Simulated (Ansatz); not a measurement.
**AlFH2O2: molecular dynamics**

The plan is to follow the molecule's vibrations and see whether its bonds hold. The start is relaxed first. Runs: 40 steps of 3 fs under a Nosé-Hoover thermostat at 300 K; 40 steps of 2.5 fs under a Nosé-Hoover thermostat at 400 K.

Program: Ansatz 0.2.0. Level of theory: RKS B3LYP/cc-pVDZ. These are calculated values, not measurements.

## Step 1: The structure to begin with

Bond lengths: Al1–O2 1.780 Å, O2–H3 1.010 Å, Al1–F4 1.690 Å, Al1–O5 1.780 Å, O5–H6 1.010 Å. Angles: Al1–O2–H3 109.5°, O2–Al1–F4 120.0°, O2–Al1–O5 120.0°, F4–Al1–O5 120.0°, Al1–O5–H6 109.5°.

As a file:

```xyz
6

Al    0.0000    0.0000    0.0000
O     0.0000    0.0000    1.7800
H    -0.9095   -0.2814    2.1171
F     1.4635    0.0000   -0.8450
O    -1.5415    0.0000   -0.8900
H    -2.0512   -0.8467   -0.6815
```

## Step 2: Relaxing the start

input.yaml reads:

```yaml
crystal:
  periodic: [false, false, false]
  atoms:
    - { symbol: Al, position_ang: [0.0, 0.0, 0.0] }
    - { symbol: O, position_ang: [0.0, 0.0, 1.78] }
    - { symbol: H, position_ang: [-0.9095, -0.2814, 2.1171] }
    - { symbol: F, position_ang: [1.4635, 0.0, -0.845] }
    - { symbol: O, position_ang: [-1.5415, 0.0, -0.89] }
    - { symbol: H, position_ang: [-2.0512, -0.8467, -0.6815] }
basis:
  gaussian: { orbitals: cc-pVDZ }
hamiltonian:
  xc: b3lyp
relax:
  f_tol: 0.02
  max_steps: 40
```

On the command line:

```sh
> ansatz run input.yaml --threads 1 --pin off --max-ram 2048MiB --backend cpu --events-out ev --progress --plain --runs-dir out
```

What it wrote (excerpt; [...] marks lines left out):

```text
Warning: RAYON_NUM_THREADS=1 ignored (pool sized by the plan → 1); use --threads N
[...]
Functional definition: B3LYP
[...]
720 factors; integrals over basis functions are off by at most 2.6e-4 eV
[...]
mean field -13445.40642401 eV, -494.1095724584 hartree, gradient 1.3e-5 eV, S^2 0.000000; 0 other end points of the search recorded, 0 dependent functions left out
[...]
reference -13445.40665724 eV, -494.1095810295 hartree; 20, 20 occupied and 50, 50 virtual orbitals, 720 factors
relax step   1: F+E_penalty+E_count = -13445.40642401 eV  Δ(F+E_penalty+E_count) = +0.000e0 eV  max|allowed force component| = 1.694e0 eV/Å  Δτ_max = 0.0000 Å  (25 SCF iters, accepted)
[...]
relax step   7: F+E_penalty+E_count = -13445.72117067 eV  Δ(F+E_penalty+E_count) = -1.794e-4 eV  max|allowed force component| = 3.306e-2 eV/Å  Δτ_max = 0.0042 Å  (23 SCF iters, accepted)
[...]
relax step   8: F+E_penalty+E_count = -13445.72121949 eV  Δ(F+E_penalty+E_count) = -4.882e-5 eV  max|allowed force component| = 3.686e-3 eV/Å  Δτ_max = 0.0034 Å  (22 SCF iters, accepted)
720 factors; integrals over basis functions are off by at most 3.0e-4 eV
[...]
mean field -13445.72121949 eV, -494.1211409791 hartree, gradient 2.4e-5 eV, S^2 0.000000; 1 other end points of the search recorded, 0 dependent functions left out
[...]
reference -13445.72144816 eV, -494.1211493825 hartree; 20, 20 occupied and 50, 50 virtual orbitals, 720 factors
Total energy: -13445.72144816 eV, -494.1211493825 hartree
Atom 0 at    -0.029657    -0.096389    -0.000810 Å, force     0.003686     0.000620    -0.002187 eV/Å
Atom 1 at    -0.010838    -0.066600     1.716724 Å, force     0.000922     0.000272     0.000821 eV/Å
Atom 2 at    -0.801685    -0.216244     2.246791 Å, force    -0.001747    -0.000431    -0.001102 eV/Å
Atom 3 at     1.440790     0.185994    -0.764425 Å, force    -0.002594    -0.000414     0.001491 eV/Å
Atom 4 at    -1.376142    -0.381155    -1.028954 Å, force     0.000043    -0.000221    -0.001208 eV/Å
Atom 5 at    -2.261168    -0.553706    -0.688725 Å, force    -0.000311     0.000175     0.002186 eV/Å
Dipole moment:    -0.725392    -0.139405     0.376741 e Å
```

Run time: 34 s. Hardware: 1 thread of Arm Neoverse N1, shared host; peak memory 0.14 GiB.

Step by step:

| step | energy from step 1 (eV) | largest force component (eV/Å) |
| --- | --- | --- |
| 1 | 0.0000 | 1.6944 |
| 2 | -0.1237 | 1.2909 |
| 3 | -0.1892 | 1.3927 |
| 4 | -0.2967 | 0.2561 |
| 5 | -0.3125 | 0.1219 |
| 6 | -0.3146 | 0.0758 |
| 7 | -0.3147 | 0.0331 |
| 8 | -0.3148 | 0.0037 |

Step 1 is the start.

After: Bond lengths: Al1–O2 1.718 Å, O2–H3 0.964 Å, Al1–F4 1.681 Å, Al1–O5 1.718 Å, O5–H6 0.964 Å. Angles: Al1–O2–H3 122.6°, O2–Al1–F4 116.2°, O2–Al1–O5 127.6°, F4–Al1–O5 116.2°, Al1–O5–H6 122.6°.

## Step 3: Run 1

40 steps of 3 fs under a Nosé-Hoover thermostat at 300 K, from the relaxed start.

input.yaml reads:

```yaml
crystal:
  periodic: [false, false, false]
  atoms:
    - { symbol: Al, position_ang: [-0.029657, -0.096389, -0.00081] }
    - { symbol: O, position_ang: [-0.010838, -0.0666, 1.716724] }
    - { symbol: H, position_ang: [-0.801685, -0.216244, 2.246791] }
    - { symbol: F, position_ang: [1.44079, 0.185994, -0.764425] }
    - { symbol: O, position_ang: [-1.376142, -0.381155, -1.028954] }
    - { symbol: H, position_ang: [-2.261168, -0.553706, -0.688725] }
basis:
  gaussian: { orbitals: cc-pVDZ }
hamiltonian:
  xc: b3lyp
md:
  timestep: 3.0
  n_steps: 40
  ensemble: nvt_nose_hoover
  temperature: 300.0
  initial_velocities: maxwell_boltzmann
  seed: 486013
  nose_hoover: { tau: 20.0, chain_length: 3 }
```

On the command line:

```sh
> ansatz run input.yaml --threads 1 --pin off --max-ram 2048MiB --backend cpu --events-out ev --progress --plain --runs-dir out
```

What it wrote (excerpt; [...] marks lines left out):

```text
Warning: RAYON_NUM_THREADS=1 ignored (pool sized by the plan → 1); use --threads N
[...]
Functional definition: B3LYP
[...]
718 factors; integrals over basis functions are off by at most 2.6e-4 eV
[...]
mean field -13445.72122370 eV, -494.1211411337 hartree, gradient 4.9e-5 eV, S^2 0.000000; 0 other end points of the search recorded, 0 dependent functions left out
[...]
reference -13445.72145349 eV, -494.1211495784 hartree; 20, 20 occupied and 50, 50 virtual orbitals, 718 factors
md step     0: t =     0.00 fs  T =   300.0 K  F+E_penalty+E_count = -13445.72122370 eV  E_kin = 0.155112 eV  conserved = -13445.56611170 eV  (24 SCF iters)
[...]
md step    10: t =    30.00 fs  T =   136.1 K  F+E_penalty+E_count = -13437.07975484 eV  E_kin = 0.070383 eV  conserved = -12812.85195457 eV  (42 SCF iters)
[...]
md step    39: t =   117.00 fs  T =   130.2 K  F+E_penalty+E_count = -13430.45197778 eV  E_kin = 0.067322 eV  conserved = -12738.84072022 eV  (47 SCF iters)
[...]
md step    40: t =   120.00 fs  T =   148.1 K  F+E_penalty+E_count = -13430.47921393 eV  E_kin = 0.076567 eV  conserved = -12738.84073004 eV  (316 SCF iters)
Total energy: -13430.47965750 eV, -493.5610239069 hartree
Atom 0 at     0.148064    -0.086731    -0.029186 Å, force     0.364794     0.067726    -0.169999 eV/Å
Atom 1 at     0.008573    -0.028823     1.693905 Å, force    -0.526559    -0.148442    -0.226312 eV/Å
Atom 2 at    -3.570748    -1.064399     3.640645 Å, force     0.040741     0.017513    -0.041295 eV/Å
Atom 3 at     1.614043     0.251958    -0.767289 Å, force     0.311988     0.082589    -0.112044 eV/Å
Atom 4 at    -1.193782    -0.500514    -1.037762 Å, force    -0.207940    -0.017110     0.541857 eV/Å
Atom 5 at   -10.717154     0.087525    -0.767084 Å, force     0.016975    -0.002276     0.007793 eV/Å
Dipole moment:    -1.190458    -0.064935     0.299748 e Å
```

Run time: 2.6 min. Hardware: 1 thread of Arm Neoverse N1, shared host; peak memory 0.13 GiB.

## Step 4: Frames and traces

One step in 3; energies are changes from step 0:

| time (fs) | T (K) | potential energy change (meV/atom) | conserved energy change (meV/atom) |
| --- | --- | --- | --- |
| 0.0 | 300 | 0.0 | 0.00 |
| 9.0 | 1736 | 74.9 | 205.24 |
| 18.0 | 1970 | 1644.4 | 105425.13 |
| 27.0 | 256 | 1408.0 | 105411.83 |
| 36.0 | 60 | 1463.5 | 105484.18 |
| 45.0 | 32 | 1365.6 | 105395.60 |
| 54.0 | 81 | 1532.9 | 105577.42 |
| 63.0 | 15183 | 2585.6 | 117789.65 |
| 72.0 | 62 | 2591.9 | 117787.88 |
| 81.0 | 31 | 2582.7 | 117787.60 |
| 90.0 | 37 | 2575.8 | 117787.59 |
| 99.0 | 58 | 2567.3 | 117787.58 |
| 108.0 | 87 | 2557.1 | 117787.57 |
| 117.0 | 130 | 2544.9 | 117787.57 |
| 120.0 | 148 | 2540.3 | 117787.56 |

time (fs), T (K) and a bar:
```
      0.0        300 
      6.0        187 
      9.0       1736 #
     15.0      34819 ##############################
     21.0        933 #
     27.0        256 
     30.0        136 
     36.0         60 
     42.0         35 
     48.0         34 
     51.0        127 
     57.0        884 #
     63.0      15183 #############
     69.0        154 
     72.0         62 
     78.0         36 
     84.0         30 
     90.0         37 
     93.0         43 
     99.0         58 
    105.0         76 
    111.0        100 
    114.0        114 
    120.0        148
```

Bonds that form or break, judged by distance (formed within 1.15 times the sum of covalent radii and held on average over 12 fs, broken when stretched by half; pairs already stretched at the start don't count as bonds):

| time (fs) | bond | event |
| --- | --- | --- |
| 15.0 | O5–H6 | breaks |
| 63.0 | O2–H3 | breaks |

## Step 5: Positions and forces

Positions (Å) and forces (eV/Å):

```xyz
6
time_fs=15.0 T=34819 dE=11.2087
Al   -0.037   -0.108   -0.001   14.651    4.886   15.983
O    -0.002   -0.053    1.714    1.754    0.705   -1.235
H    -0.725   -0.307    2.224   -2.015   -0.693    1.615
F     1.449    0.194   -0.759    0.574    0.216    0.054
O    -0.915   -0.418   -1.021  -14.982   -5.113  -16.416
H    -9.767    0.044   -0.822    0.019   -0.001   -0.001
6
time_fs=30.0 T=136 dE=8.6415
Al    0.057   -0.078    0.083   -0.167   -0.320   -1.617
O     0.002   -0.048    1.745   -3.732   -1.161    4.272
H    -0.869   -0.346    2.360    3.651    1.269   -2.715
F     1.468    0.201   -0.759    0.928    0.315   -0.004
O    -1.026   -0.480   -1.205   -0.696   -0.102    0.065
H   -10.789    0.098   -0.799    0.015   -0.001   -0.001
6
time_fs=45.0 T=32 dE=8.1936
Al    0.061   -0.085    0.060   -0.007   -0.220   -0.092
O    -0.010   -0.048    1.796    1.565    0.523   -1.676
H    -0.775   -0.293    2.266   -1.644   -0.505    1.023
F     1.505    0.214   -0.757    0.326    0.170    0.273
O    -1.070   -0.490   -1.213   -0.255    0.033    0.473
H   -10.807    0.099   -0.799    0.015   -0.001   -0.001
6
time_fs=60.0 T=17172 dE=13.3248
Al    0.064   -0.095    0.044    0.579    0.033    0.136
O    -0.026   -0.050    1.783   42.538   12.508  -24.264
H    -0.594   -0.217    2.087  -42.806  -12.579   23.549
F     1.530    0.226   -0.739    0.035    0.075    0.334
O    -1.099   -0.490   -1.184   -0.361   -0.036    0.246
H   -10.793    0.098   -0.800    0.016   -0.001   -0.001
6
time_fs=75.0 T=44 dE=15.5274
Al    0.074   -0.095    0.016    0.589    0.040   -0.866
O     0.153    0.006    1.711   -0.599   -0.100    0.732
H    -3.649   -1.110    3.749    0.032    0.015   -0.032
F     1.536    0.229   -0.738    0.480    0.138   -0.212
O    -1.113   -0.492   -1.171   -0.518   -0.091    0.372
H   -10.785    0.097   -0.798    0.016   -0.002    0.007
6
time_fs=90.0 T=37 dE=15.4547
Al    0.092   -0.094   -0.003    0.466    0.063    0.019
O     0.124    0.001    1.733   -0.587   -0.155   -0.342
H    -3.669   -1.111    3.747    0.032    0.015   -0.033
F     1.558    0.235   -0.747    0.423    0.122   -0.158
O    -1.139   -0.496   -1.150   -0.350   -0.043    0.506
H   -10.771    0.095   -0.792    0.017   -0.002    0.008
6
time_fs=105.0 T=76 dE=15.3642
Al    0.116   -0.091   -0.011    0.452    0.058   -0.345
O     0.076   -0.011    1.717   -0.556   -0.146   -0.175
H    -3.635   -1.094    3.708    0.035    0.016   -0.036
F     1.585    0.243   -0.758    0.216    0.068   -0.065
O    -1.167   -0.499   -1.107   -0.164    0.006    0.614
H   -10.749    0.092   -0.782    0.017   -0.002    0.008
6
time_fs=120.0 T=148 dE=15.2420
Al    0.148   -0.087   -0.029    0.365    0.068   -0.170
O     0.009   -0.029    1.694   -0.527   -0.148   -0.226
H    -3.571   -1.064    3.641    0.041    0.018   -0.041
F     1.614    0.252   -0.767    0.312    0.083   -0.112
O    -1.194   -0.500   -1.038   -0.208   -0.017    0.542
H   -10.717    0.087   -0.767    0.017   -0.002    0.008
```

Reading of run 1. The run blows up, reaching 59673 K, so it describes no real motion.

## Step 6: Run 2

40 steps of 2.5 fs under a Nosé-Hoover thermostat at 400 K, from the relaxed start.

Changes to input.yaml since step 3:

```diff
@@ -14,8 +14,8 @@
 md:
-  timestep: 3.0
+  timestep: 2.5
   n_steps: 40
   ensemble: nvt_nose_hoover
-  temperature: 300.0
+  temperature: 400.0
   initial_velocities: maxwell_boltzmann
-  seed: 486013
-  nose_hoover: { tau: 20.0, chain_length: 3 }
+  seed: 180588
+  nose_hoover: { tau: 50.0, chain_length: 5 }
```

On the command line:

```sh
> ansatz run input.yaml --threads 1 --pin off --max-ram 2048MiB --backend cpu --events-out ev --progress --plain --runs-dir out
```

What it wrote (excerpt; [...] marks lines left out):

```text
Warning: RAYON_NUM_THREADS=1 ignored (pool sized by the plan → 1); use --threads N
[...]
Functional definition: B3LYP
[...]
718 factors; integrals over basis functions are off by at most 2.6e-4 eV
[...]
mean field -13445.72122370 eV, -494.1211411337 hartree, gradient 4.9e-5 eV, S^2 0.000000; 0 other end points of the search recorded, 0 dependent functions left out
[...]
reference -13445.72145349 eV, -494.1211495784 hartree; 20, 20 occupied and 50, 50 virtual orbitals, 718 factors
md step     0: t =     0.00 fs  T =   400.0 K  F+E_penalty+E_count = -13445.72122370 eV  E_kin = 0.206816 eV  conserved = -13445.51440770 eV  (24 SCF iters)
[...]
md step    10: t =    25.00 fs  T =   172.5 K  F+E_penalty+E_count = -13445.61346160 eV  E_kin = 0.089210 eV  conserved = -13445.53485086 eV  (29 SCF iters)
[...]
md step    39: t =    97.50 fs  T =   736.4 K  F+E_penalty+E_count = -13437.59850507 eV  E_kin = 0.380726 eV  conserved = -13423.71826364 eV  (42 SCF iters)
[...]
md step    40: t =   100.00 fs  T =   674.3 K  F+E_penalty+E_count = -13437.59658023 eV  E_kin = 0.348618 eV  conserved = -13423.71815144 eV  (73 SCF iters)
Total energy: -13437.59695027 eV, -493.8225795922 hartree
Atom 0 at     0.054201    -0.074805    -0.098223 Å, force     0.392034    -0.008200     0.162601 eV/Å
Atom 1 at     0.306489    -0.048447     1.597801 Å, force    -0.197446    -0.005004     0.769382 eV/Å
Atom 2 at    -8.774960    -1.151648     8.798612 Å, force     0.008512     0.001000    -0.006431 eV/Å
Atom 3 at     1.463640     0.192930    -0.936328 Å, force     0.599774     0.136896    -0.598757 eV/Å
Atom 4 at    -1.361782    -0.393616    -0.963606 Å, force    -0.703760    -0.072623    -0.301903 eV/Å
Atom 5 at    -2.227755    -0.417123    -0.542747 Å, force    -0.099114    -0.052068    -0.024891 eV/Å
Dipole moment:    -1.362691    -0.131660     0.751245 e Å
```

Run time: 2.6 min. Hardware: 1 thread of Arm Neoverse N1, shared host; peak memory 0.13 GiB.

## Step 7: The trajectory

The trajectory, every 3 steps (energies from step 0):

| time (fs) | T (K) | potential energy change (meV/atom) | conserved energy change (meV/atom) |
| --- | --- | --- | --- |
| 0.0 | 400 | 0.0 | 0.00 |
| 7.5 | 172 | 16.3 | -3.37 |
| 15.0 | 156 | 17.8 | -3.62 |
| 22.5 | 179 | 22.3 | 1.90 |
| 30.0 | 96 | 46.9 | 18.20 |
| 37.5 | 199 | 122.7 | 100.90 |
| 45.0 | 30040 | 996.8 | 3700.20 |
| 52.5 | 8114 | 1357.4 | 3634.02 |
| 60.0 | 4257 | 1355.5 | 3632.82 |
| 67.5 | 2535 | 1359.3 | 3632.77 |
| 75.0 | 1580 | 1369.5 | 3632.89 |
| 82.5 | 1150 | 1365.5 | 3632.80 |
| 90.0 | 936 | 1356.2 | 3632.68 |
| 97.5 | 736 | 1353.8 | 3632.69 |
| 100.0 | 674 | 1354.1 | 3632.71 |

time (fs), T (K) and a bar:
```
      0.0        400 #
      5.0        251 
      7.5        172 
     12.5        109 
     17.5        197 
     22.5        179 
     25.0        173 
     30.0         96 
     35.0        227 
     40.0        765 #
     42.5       5779 ##########
     47.5      17838 ##############################
     52.5       8114 ##############
     57.5       5147 #########
     60.0       4257 #######
     65.0       3004 #####
     70.0       2145 ###
     75.0       1580 ###
     77.5       1391 ##
     82.5       1150 ##
     87.5       1001 ##
     92.5        870 #
     95.0        803 #
    100.0        674 #
```

Bonds that form or break, judged by distance (formed within 1.15 times the sum of covalent radii and held on average over 10 fs, broken when stretched by half; pairs already stretched at the start don't count as bonds):

| time (fs) | bond | event |
| --- | --- | --- |
| 45.0 | O2–H3 | breaks |

## Step 8: Snapshots as a file

Extended XYZ, with forces in eV/Å:

```xyz
6
time_fs=12.5 T=109 dE=0.1522
Al   -0.019   -0.129   -0.012   -0.212    0.245    1.587
O    -0.012   -0.034    1.724    1.368    0.310   -1.240
H    -0.805   -0.349    2.103   -1.556   -0.518    1.080
F     1.397    0.184   -0.758    1.503    0.305   -0.756
O    -1.349   -0.333   -1.013   -0.837   -0.350   -0.636
H    -2.143   -0.792   -0.730   -0.265    0.008   -0.035
6
time_fs=25.0 T=173 dE=0.1078
Al   -0.018   -0.150    0.033    0.044    0.427   -1.951
O    -0.028   -0.025    1.714    0.119   -0.171    0.804
H    -0.756   -0.341    2.258   -0.074    0.059    0.088
F     1.443    0.200   -0.794   -0.693   -0.224    0.545
O    -1.392   -0.320   -1.038    0.736   -0.086    0.407
H    -2.138   -0.901   -0.870   -0.132   -0.005    0.106
6
time_fs=37.5 T=199 dE=0.7360
Al   -0.018   -0.148    0.006   -0.253    0.374    0.222
O    -0.033   -0.035    1.747   -2.976   -0.929    3.158
H    -0.807   -0.228    2.563    3.407    0.829   -4.188
F     1.453    0.203   -0.800   -0.712   -0.232    0.538
O    -1.394   -0.324   -1.035    0.474   -0.121    0.115
H    -2.165   -0.888   -0.906    0.059    0.080    0.156
6
time_fs=50.0 T=11174 dE=8.0109
Al   -0.025   -0.126   -0.021    0.170    0.121   -1.719
O     0.140   -0.033    1.618   -0.175   -0.013    2.974
H    -3.259   -0.465    4.422    0.138    0.019   -0.121
F     1.419    0.191   -0.771    0.868    0.143   -0.639
O    -1.360   -0.340   -1.023   -1.169   -0.456   -0.378
H    -2.175   -0.788   -0.752    0.168    0.186   -0.118
6
time_fs=62.5 T=3566 dE=8.1248
Al   -0.027   -0.108   -0.074    0.322    0.110    0.645
O     0.296   -0.024    1.631   -0.473   -0.114    0.275
H    -5.553   -0.751    6.239    0.021    0.003   -0.015
F     1.444    0.192   -0.788    0.655    0.130   -0.730
O    -1.394   -0.369   -1.043   -0.617   -0.203   -0.098
H    -2.244   -0.672   -0.697    0.090    0.073   -0.076
6
time_fs=75.0 T=1580 dE=8.2170
Al   -0.014   -0.093   -0.092    0.474    0.022    0.628
O     0.359   -0.026    1.671   -0.737   -0.122   -1.167
H    -6.983   -0.929    7.374    0.013    0.002   -0.009
F     1.495    0.199   -0.841   -0.636   -0.108   -0.115
O    -1.444   -0.397   -1.061    0.869    0.203    0.569
H    -2.317   -0.562   -0.685    0.016    0.004    0.095
6
time_fs=87.5 T=1001 dE=8.1529
Al    0.017   -0.081   -0.080    0.216   -0.085   -0.742
O     0.349   -0.036    1.623   -0.402   -0.040    0.176
H    -8.000   -1.055    8.182    0.010    0.001   -0.007
F     1.495    0.198   -0.890   -0.550   -0.079   -0.042
O    -1.424   -0.404   -1.031    0.823    0.231    0.553
H    -2.287   -0.466   -0.607   -0.098   -0.028    0.062
6
time_fs=100.0 T=674 dE=8.1246
Al    0.054   -0.075   -0.098    0.392   -0.008    0.163
O     0.306   -0.048    1.598   -0.197   -0.005    0.769
H    -8.775   -1.152    8.799    0.009    0.001   -0.006
F     1.464    0.193   -0.936    0.600    0.137   -0.599
O    -1.362   -0.394   -0.964   -0.704   -0.073   -0.302
H    -2.228   -0.417   -0.543   -0.099   -0.052   -0.025
```

On run 2: The temperature runs away to 30040 K: the integration has become unstable, and nothing after that is physical.

## Step 9: Outcome

| quantity | value |
| --- | --- |
| relaxation of the start | 7 moves, 0.315 eV lower |
| run 1: length | 40 steps of 3 fs |
| run 1: temperature, first and last step | 300 and 148 K |
| run 1: temperature, second half | mean 1646 K, from 30 to 17172 K |
| run 1: potential energy, second half | +2555 meV/atom from this run's first step |
| run 1: largest change of the conserved energy | 117789.65 meV/atom |
| run 1: bonds formed or broken | 2 |
| run 2: length | 40 steps of 2.5 fs |
| run 2: temperature, first and last step | 400 and 674 K |
| run 2: temperature, second half | mean 2838 K, from 674 to 11174 K |
| run 2: potential energy, second half | +1359 meV/atom from this run's first step |
| run 2: largest change of the conserved energy | 3700.20 meV/atom |
| run 2: bonds formed or broken | 1 |

In words: Mean temperatures of the second halves: none that means anything (unstable run), none that means anything (unstable run). Bonds changed in run 1 (an artefact of the unstable or too long step), run 2 (an artefact of the unstable or too long step). Averages from a run of 100 fs with 6 atoms are rough. The nuclei move classically, without zero-point motion, which matters most for hydrogen.
